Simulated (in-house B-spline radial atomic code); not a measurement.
**Tc⁴⁺: ionisation energy by several methods**

Aim: the ionisation energy of Tc⁴⁺ by several methods, each as the difference of two self-consistent energies (Tc⁴⁺ and the next ion, [Kr] 4d2).

Method: Dirac-Coulomb, several functionals; spherical all-electron atom at the radial basis limit. Code: in-house B-spline radial atomic code version 1.

## Step 1: Starting point

| Property | Result |
| --- | --- |
| element | technetium (Z = 43) |
| charge | +4 |
| electrons | 39 |
| configuration | [Kr] 4d3 |
| nucleus | Fermi, rms radius 4.411 fm |

The outer shells:

[Kr] 4d3
```
[Kr] core
4d [↑ ][↑ ][↑ ][  ][  ]
```

The boxes only draw the filling; these runs are spin-restricted and spherical.

## Step 2: PBE, a GGA

Settings of the run:

```ini
Z = 43
electrons = 39.0
configuration = [Kr] 4d3
hamiltonian = dirac
method = pbe,pbe
spin_polarised = False
nucleus = fermi
rms_radius = 4.411169945885085
mass_number = 97
atomic_mass = 96.90636072
speed_of_light = 137.035999084
```

## Step 3: relativistic LDA

The settings differ from step 2 so:

```diff
@@ -4,3 +4,3 @@
 hamiltonian = dirac
-method = pbe,pbe
+method = lda_x_rel,vwn
 spin_polarised = False
```

## Step 4: OLYP, a GGA

The settings differ from step 3 so:

```diff
@@ -4,3 +4,3 @@
 hamiltonian = dirac
-method = lda_x_rel,vwn
+method = optx,lyp
 spin_polarised = False
```

## Step 5: BP86, a GGA

The settings differ from step 4 so:

```diff
@@ -4,3 +4,3 @@
 hamiltonian = dirac
-method = optx,lyp
+method = b88,p86
 spin_polarised = False
```

## Step 6: BLYP, a GGA

The settings differ from step 5 so:

```diff
@@ -4,3 +4,3 @@
 hamiltonian = dirac
-method = b88,p86
+method = b88,lyp
 spin_polarised = False
```

## Step 7: LDA (VWN5)

The settings differ from step 6 so:

```diff
@@ -4,3 +4,3 @@
 hamiltonian = dirac
-method = b88,lyp
+method = lda,vwn
 spin_polarised = False
```

Before running: The tabulated ionisation energy is 57 ± 1.9 eV (tabulated theoretical; NIST Atomic Spectra Database). What does each method give, and which comes nearest?

As calculated:

| method | rung | total energy (hartree) | ΔSCF (eV) | −ε highest (eV) | ΔSCF less tabulated (eV) |
| --- | --- | --- | --- | --- | --- |
| relativistic LDA | LDA | -4273.2691 | 56.778 | 49.173 (4d5/2) | -0.222 |
| LDA (VWN5) | LDA | -4278.4055 | 56.758 | 49.154 (4d5/2) | -0.242 |
| PBE | GGA | -4282.7614 | 56.565 | 48.956 (4d5/2) | -0.435 |
| OLYP | GGA | -4284.5069 | 56.753 | 49.103 (4d5/2) | -0.247 |
| BP86 | GGA | -4283.6535 | 56.615 | 49.014 (4d5/2) | -0.385 |
| BLYP | GGA | -4283.3140 | 56.427 | 48.825 (4d5/2) | -0.573 |

The tabulated ionisation energy is 57 ± 1.9 eV (tabulated theoretical; NIST Atomic Spectra Database). relativistic LDA comes nearest (-0.222 eV) and BLYP is farthest (-0.573 eV, 1.0 %). The table's own uncertainty is as large as these misses, so the order means little. PBE is off by -0.435 eV. Open shells are averaged (over orientations, and over spins where the run is restricted), while tables refer to the lowest levels. For the semilocal functionals minus the highest level recovers only 87 % of their own ΔSCF value, a mark of self-interaction.
